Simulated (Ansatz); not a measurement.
# C: the cost of one run

Program: Ansatz 0.2.0. Level of theory: DFT LDA, scalar-relativistic, plane waves, PAW. These are calculated values, not measurements.

## Step 1: The system as given

It takes space group Cmmm (No. 65, orthorhombic). The conventional cell has a = 2.485 Å, b = 4.247 Å, c = 12.000 Å, α = 90.00°, β = 90.00°, γ = 90.00°. C (site symmetry m2m) has 3 C at 1.42 to 1.43 Å in its first shell of neighbours.

Structure file:

```
C
1.0
     2.48460    0.00000    0.00000
    -1.24230    2.12339    0.00000
     0.00000    0.00000   12.00000
C
2
Cartesian
  0.0000 1.4156 6.0000
  1.2423 0.7078 6.0000
```

## Step 2: Relaxing the atoms: C, no spin

Input file input.yaml:

```yaml
crystal:
  lattice:
    - [2.4846, 0.0, 0.0]
    - [-1.2423, 2.1233920991, 0.0]
    - [0.0, 0.0, 12.0]
  atoms:
    - { symbol: C, position: [0.3333333333, 0.6666666667, 0.5] }
    - { symbol: C, position: [0.6666666667, 0.3333333333, 0.5] }
scf:
  occupations: { method: gaussian, width: 0.3 }
output:
  forces: true
  stress: false
hamiltonian:
  xc: lda
kpoints:
  mp_grid: { grid: [48, 48, 1] }
relax:
  f_tol: 0.001
```

Started as:

```sh
ansatz run input.yaml --threads 3 --pin off --max-ram 8192MiB --backend cpu --events-out ev --progress --plain --runs-dir out
```

Q: Estimate wall time and peak memory on 3 threads of Intel Xeon at 2.30GHz, shared host.

About 34 s, with a peak of 0.65 GiB.
